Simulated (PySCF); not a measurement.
# BSb+: from the state search to spectroscopic constants

The task here is to estimate one member of a computed series from the others.

The runs use PySCF 2.14.0; B def2-SVPD, Sb def2-SVPD with ECP28, scalar-relativistic core potentials.

Set-up of the first run:

Settings of the job:

```
atoms                         : B, Sb
charge                        : 1
basis                         : B def2-SVPD, Sb def2-SVPD with ECP28
Hamiltonian                   : scalar-relativistic core potentials
basis functions               : 52
electrons treated             : 27
masses in u                   : 11.0093, 120.9038
levels                        : PBE0, PBE, r²SCAN, TPSS, LDA, M06-L, HF, MP2, SCS-MP2, CCSD, CCSD(T)
grid                          : 80 radial by 434 angular points
occupations                   : held fixed by the projection of orbital angular momentum
dissociation limit            : B+ + Sb, each in its ground configuration
starting distance in angstrom : 2.280
values of 2S to try           : 1, 3
```

Run with:

```bash
OMP_NUM_THREADS=1 python dia.py task.json out
```

Steps of the session up to this table: Set-up; First curve: PBE0; Other states along the same grid; PBE (GGA); r²SCAN (meta-GGA); TPSS; LDA (local density); M06-L; UHF; Adding correlation.

One of the session's tables, all rows but one given; the rest of the session is left out.

It belongs to the step «The curves together». Energy (eV) from each level's lowest point:

```
R (Å)    UHF  UHF-MP2  UHF-SCS-MP2  UHF-CCSD  UHF-CCSD(T)
1.879  0.868    0.854        0.924       n/a          n/a
1.966  0.390    0.359        0.419     0.473        0.488
2.054  0.135    0.098        0.141     0.181        0.186
2.119      ?        ?            ?         ?            ?
2.185  0.004    0.000        0.000     0.010        0.009
2.251  0.000    0.032        0.007     0.000        0.000
2.338  0.027    0.115        0.059     0.032        0.038
2.447  0.087    0.246        0.157     0.114        0.132
2.578  0.181    0.412        0.293     0.242        0.276
2.753  0.328    0.626        0.482       n/a          n/a
```

Estimate the missing values for R (Å) = 2.119.

Worked estimate for «UHF». A straight line through the neighbours (2.054, 0.135) and (2.185, 0.004) gives 0.135 + (0.004 − 0.135) × (2.119 − 2.054) / (2.185 − 2.054) = 0.070; a parabola fitted to 4 rows on both sides gives 0.039.

**Answer.** UHF: 0.042; UHF-MP2: 0.015; UHF-SCS-MP2: 0.038; UHF-CCSD: 0.064; UHF-CCSD(T): 0.065. In «UHF» the line misses by +0.028 and the parabola by -0.003.
